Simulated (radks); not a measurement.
**Polarisabilities and dispersion coefficients of O⁺, Ag³⁺, Cd and others**

Aim: static dipole polarisabilities and C6 coefficients, each species in its NIST ground configuration. After each ground state the linear response is solved; its values go to the run's result record, not to the log. Response by self-consistent Sternheimer equations with the Hartree and adiabatic LDA kernel.

Program: radks (a radial shooting solver on a logarithmic mesh, Libxc functionals) version 1. Level of theory: non-relativistic Kohn-Sham, LB94 model potential, spin-polarised, spherical densities, point nucleus; open shells are filled with parallel spins first. These are calculated values, not measurements, unless marked.

**1. Starting point**

| Quantity | Value |
| --- | --- |
| species | O⁺ ([He] 2s2 2p3), Ag³⁺ ([Kr] 4d8), Cd ([Kr] 4d10 5s2), Mg ([Ne] 3s2), Si⁺ ([Ne] 3s2 3p1), He ([He]) |

In the logs a row gives level, spin channel, occupation and eigenvalue; Etot, Ekin, Encl (electron-nucleus), Eh (Hartree) and Exc are energies, all in hartree; err is the last residual, it the number of iterations.

LB94 adds a gradient term to the LDA potential that gives it a −1/r tail. It is a model potential with no energy functional, so Etot and Exc are not given.

**2. O⁺, [He] 2s2 2p3**

The run's settings:

```text
Z 8
configuration [He] 2s2 2p3
relativity non-relativistic
functional lda,pw
model_potential LB94
spin polarised
nucleus point
response adiabatic LDA kernel
```

Standard output:

```text
1s      1   1.0000         -20.53472055
2s      1   1.0000          -1.77826439
2p      1   3.0000          -1.23873452
1s      2   1.0000         -20.60383451
2s      2   1.0000          -1.58156302
2p      2   0.0000          -1.06971511
Etot None
Ekin 74.812797964281
Encl -173.37022523374372
Eh 32.10812210210541
Exc None
err 1.4915703137771263e-09
it 14
```

The top filled level is 2p up, -33.708 eV. The response step gives α = 2.602 bohr³ (3.383 without the induced potential) and C6 = 5.029 hartree bohr⁶.

Radial moments (bohr):

| level | occupation | energy (eV) | <r> | outermost maximum (interpolated) | 90 % within | nodes |
| --- | --- | --- | --- | --- | --- | --- |
| 1s down | 1 | -560.66 | 0.1984 | 0.130 | 0.354 | 0 |
| 1s up | 1 | -558.78 | 0.1984 | 0.130 | 0.354 | 0 |
| 2s up | 1 | -48.389 | 1.080 | 0.852 | 1.71 | 1 |
| 2s down | 1 | -43.037 | 1.115 | 0.866 | 1.78 | 1 |
| 2p up | 3 | -33.708 | 1.077 | 0.762 | 1.83 | 0 |
| 2p down | 0 | -29.108 | 1.122 | 0.763 | 1.94 | 0 |

Radial density 4πr²ρ:

| r (bohr) | 4πr²ρ (e/bohr) |
| --- | --- |
| 0.00628 | 0.1404 |
| 0.00857 | 0.2526 |
| 0.0117 | 0.4483 |
| 0.0160 | 0.7814 |
| 0.0217 | 1.311 |
| 0.0296 | 2.156 |
| 0.0405 | 3.386 |
| 0.0553 | 4.998 |
| 0.0755 | 6.780 |
| 0.103 | 8.210 |
| 0.141 | 8.546 |
| 0.191 | 7.376 |
| 0.261 | 5.147 |
| 0.357 | 3.399 |
| 0.487 | 3.284 |
| 0.666 | 4.147 |
| 0.909 | 4.302 |
| 1.24 | 3.073 |
| 1.68 | 1.428 |
| 2.30 | 0.3708 |
| 3.14 | 0.04592 |
| 4.29 | 0.002139 |

**3. Ag³⁺, [Kr] 4d8**

Input: that of step 2 with these lines changed.

```diff
@@ -1,3 +1,3 @@
-Z 8
-configuration [He] 2s2 2p3
+Z 47
+configuration [Kr] 4d8
 relativity non-relativistic
```

Standard output:

```text
1s      1   1.0000        -907.53542435
2s      1   1.0000        -132.83899185
2p      1   3.0000        -123.90761939
3s      1   1.0000         -25.89055868
3p      1   3.0000         -22.25293582
3d      1   5.0000         -15.51369756
4s      1   1.0000          -4.94727883
4p      1   3.0000          -3.80089157
4d      1   5.0000          -1.95519715
1s      2   1.0000        -907.53605755
2s      2   1.0000        -132.83563277
2p      2   3.0000        -123.90646499
3s      2   1.0000         -25.88710828
3p      2   3.0000         -22.24802401
3d      2   5.0000         -15.50542451
4s      2   1.0000          -4.92357194
4p      2   3.0000          -3.77499212
4d      2   3.0000          -1.92642050
Etot None
Ekin 5210.838327404111
Encl -12333.730174243796
Eh 2070.5463696308284
Exc None
err 8.208911299597475e-09
it 14
```

The top filled level is 4d down, -52.421 eV. The response step gives α = 3.894 bohr³ (5.796 without the induced potential) and C6 = 17.60 hartree bohr⁶.

**4. Cd, [Kr] 4d10 5s2**

Input: that of step 3 with these lines changed.

```diff
@@ -1,3 +1,3 @@
-Z 47
-configuration [Kr] 4d8
+Z 48
+configuration [Kr] 4d10 5s2
 relativity non-relativistic
```

Standard output:

```text
1s      1   1.0000        -947.23333020
2s      1   1.0000        -138.25625845
2p      1   3.0000        -129.07665719
3s      1   1.0000         -26.04621562
3p      1   3.0000         -22.27506218
3d      1   5.0000         -15.27721601
4s      1   1.0000          -3.79758281
4p      1   3.0000          -2.59845470
4d      1   5.0000          -0.67915494
5s      1   1.0000          -0.36184518
1s      2   1.0000        -947.23333020
2s      2   1.0000        -138.25625845
2p      2   3.0000        -129.07665719
3s      2   1.0000         -26.04621562
3p      2   3.0000         -22.27506218
3d      2   5.0000         -15.27721601
4s      2   1.0000          -3.79758281
4p      2   3.0000          -2.59845470
4d      2   5.0000          -0.67915494
5s      2   1.0000          -0.36184518
Etot None
Ekin 5482.3957259761955
Encl -13040.258188321557
Eh 2241.9631104727096
Exc None
err 4.594837856186506e-09
it 14
```

5s is the highest filled level (-9.846 eV). The response step gives α = 39.77 bohr³ (76.75 without the induced potential) and C6 = 329.2 hartree bohr⁶.

**5. Mg, [Ne] 3s2**

Input: that of step 4 with these lines changed.

```diff
@@ -1,3 +1,3 @@
-Z 48
-configuration [Kr] 4d10 5s2
+Z 12
+configuration [Ne] 3s2
 relativity non-relativistic
```

Standard output:

```text
1s      1   1.0000         -47.49223673
2s      1   1.0000          -3.24555498
2p      1   3.0000          -2.05680112
3s      1   1.0000          -0.28897339
1s      2   1.0000         -47.49223673
2s      2   1.0000          -3.24555498
2p      2   3.0000          -2.05680112
3s      2   1.0000          -0.28897339
Etot None
Ekin 201.43211336118048
Encl -481.88434077266146
Eh 96.94602560111483
Exc None
err 6.759202755874485e-10
it 15
```

Highest occupied level: 3s at -7.863 eV. The response step gives α = 60.66 bohr³ (102.3 without the induced potential) and C6 = 486.6 hartree bohr⁶.

**6. Si⁺, [Ne] 3s2 3p1**

Input: that of step 5 with these lines changed.

```diff
@@ -1,3 +1,3 @@
-Z 12
-configuration [Ne] 3s2
+Z 14
+configuration [Ne] 3s2 3p1
 relativity non-relativistic
```

Standard output:

```text
1s      1   1.0000         -67.33292955
2s      1   1.0000          -5.88467361
2p      1   3.0000          -4.31439188
3s      1   1.0000          -0.86371625
3p      1   1.0000          -0.59295817
1s      2   1.0000         -67.33475571
2s      2   1.0000          -5.88255217
2p      2   3.0000          -4.31200836
3s      2   1.0000          -0.86565904
3p      2   0.0000          -0.59068617
Etot None
Ekin 290.7151645809429
Encl -687.4740989505824
Eh 128.33486427178178
Exc None
err 1.9859517369724975e-09
it 14
```

Highest occupied level: 3p up at -16.135 eV. The response step gives α = 18.23 bohr³ (29.91 without the induced potential) and C6 = 93.47 hartree bohr⁶.

**7. He, [He]**

Input: that of step 6 with these lines changed.

```diff
@@ -1,3 +1,3 @@
-Z 14
-configuration [Ne] 3s2 3p1
+Z 2
+configuration [He]
 relativity non-relativistic
```

Standard output:

```text
1s      1   1.0000          -0.85112492
1s      2   1.0000          -0.85112492
Etot None
Ekin 2.871395633051165
Encl -6.756953784856423
Eh 2.04806114148324
Exc None
err 1.4715215504627963e-10
it 14
```

Highest occupied level: 1s at -23.160 eV. The response step gives α = 1.390 bohr³ (1.524 without the induced potential) and C6 = 1.468 hartree bohr⁶.

**8. What came out**

| species | −ε(HOMO) (eV) | α (bohr³) | α uncoupled (bohr³) | C6 (hartree bohr⁶) | C8 (hartree bohr⁸) | recommended α (bohr³) |
| --- | --- | --- | --- | --- | --- | --- |
| O⁺ | 33.708 | 2.602 | 3.383 | 5.029 | - | - |
| Ag³⁺ | 52.421 | 3.894 | 5.796 | 17.60 | - | - |
| Cd | 9.846 | 39.77 | 76.75 | 329.2 | 14752 | 46 |
| Mg | 7.863 | 60.66 | 102.3 | 486.6 | 30723 | 71.2 |
| Si⁺ | 16.135 | 18.23 | 29.91 | 93.47 | - | - |
| He | 23.160 | 1.390 | 1.524 | 1.468 | 14.70 | 1.38375 |

Uncoupled leaves out the potential induced by the response; C6 and C8 are for like pairs. Mg is the most polarisable and He the least, a factor 43.6 apart. For the pair Mg–He the Casimir-Polder integral gives C6 = 19.39, the rule 2·Ca·Cb/(Ca·αb/αa + Cb·αa/αb) on the like-pair values 19.00. Against the recommended values (Schwerdtfeger and Nagle, 2023 table) the misses are Cd -14 %, Mg -15 %, He +0 %. C8 is given only where no p, d or f shell is open. For heavy and open-shell atoms this level can miss by tens of per cent.
